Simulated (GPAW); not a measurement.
Runs of GPAW 26.7.0 on Ba2Tl5V3O12. It takes space group P-3m1 (No. 164, trigonal). Conventional cell: a = 8.154 Å, b = 8.154 Å, c = 6.921 Å, α = 90.00°, β = 90.00°, γ = 120.00°. Around Ba (site symmetry 3m) lie 6 O at 2.80 Å. Around V (site symmetry 2/m) lie 4 O at 1.82 Å. Tl (site symmetry 2/m) has 4 O at 2.53 Å as nearest neighbours. Tl (site symmetry 3m) is surrounded by 6 O at 2.73 Å and 3 V at 2.82 Å and 3 Tl at 3.03 Å. Around O (site symmetry 1) lie 1 V at 1.82 Å. The cell was built by a generator and needn't be a form met in nature.

```tsv
task	level	potentials or basis	U	k mesh	ranks	band path	band points	eigensolver	k mesh for the DOS	mesh quality	gap on the mesh (eV)	pressure (GPa)	moment (μB)	largest force (eV/Å)
band structure	AM05	PAW data sets generated in the run's folder for this functional, pw	-	3 × 3 × 3	8	GMKGALHA,LM,KH	60	-	-	not flagged	-	-2.5	0.00	(b)
single point	PBE+D3(BJ)	GPAW PAW data sets (gpaw-data 1.2.1), pw	-	2 × 2 × 2	-	-	-	-	-	coarse	none	(a)	0.00	0.20
band structure	RPBE	the program's PAW data sets (release 1.2.1) made for this functional, pw	-	3 × 3 × 3	8	GMKGALHA,LM,KH	60	-	-	not flagged	-	4.0	0.00	(d)
band structure	BLYP	PAW data sets generated in the run's folder for this functional, pw	-	3 × 3 × 3	8	GMKGALHA,LM,KH	60	davidson	-	not flagged	-	3.4	0.00	0.16
band structure	PBE+U	GPAW PAW data sets (gpaw-data 1.2.1), pw	V d U = 6 eV	3 × 3 × 3	8	GMKGALHA,LM,KH	80	-	-	not flagged	-	4.3	1.29	1.38
band structure	r2SCAN	GPAW PAW data sets (gpaw-data 1.2.1), pw	-	3 × 3 × 3	8	GMKGALHA,LM,KH	60	-	-	not flagged	-	-2.3	0.55	0.24
band structure	PW91	PAW data sets generated in the run's folder for this functional, pw	-	3 × 3 × 3	8	GMKGALHA,LM,KH	60	-	-	not flagged	-	(c)	0.00	0.12
density of states	PBE	GPAW PAW data sets (gpaw-data 1.2.1), pw	-	3 × 3 × 3	8	-	-	-	4 × 4 × 4	not flagged	none	0.7	0.00	0.22
```

Alike in all rows: spin collinear, ferromagnetic start; cell as given; cutoff (eV) 800; smearing fermi-dirac 0.05 eV.

Fill in the values left out.

(a) -1.4; (b) 0.14; (c) 0.1; (d) 0.48.

Caveats: some runs use coarse meshes; semilocal functionals often make such compounds metallic where correlation or magnetic order opens a gap, which also shifts bond lengths (some runs); pairwise dispersion overbinds metals, which lowers pressure and volume (some runs); forces of over 1 eV/Å show positions far from the minimum, so gaps and moduli don't describe the material at rest (some runs); the PAW data sets were made with another functional, which shifts forces and pressure a little (some runs).

A k mesh can miss the band edges, and the runs leave out spin-orbit coupling on Ba, Tl.

A gap of «none» marks a metal or a gap under the smearing width.

Not every run made on this cell is shown here.
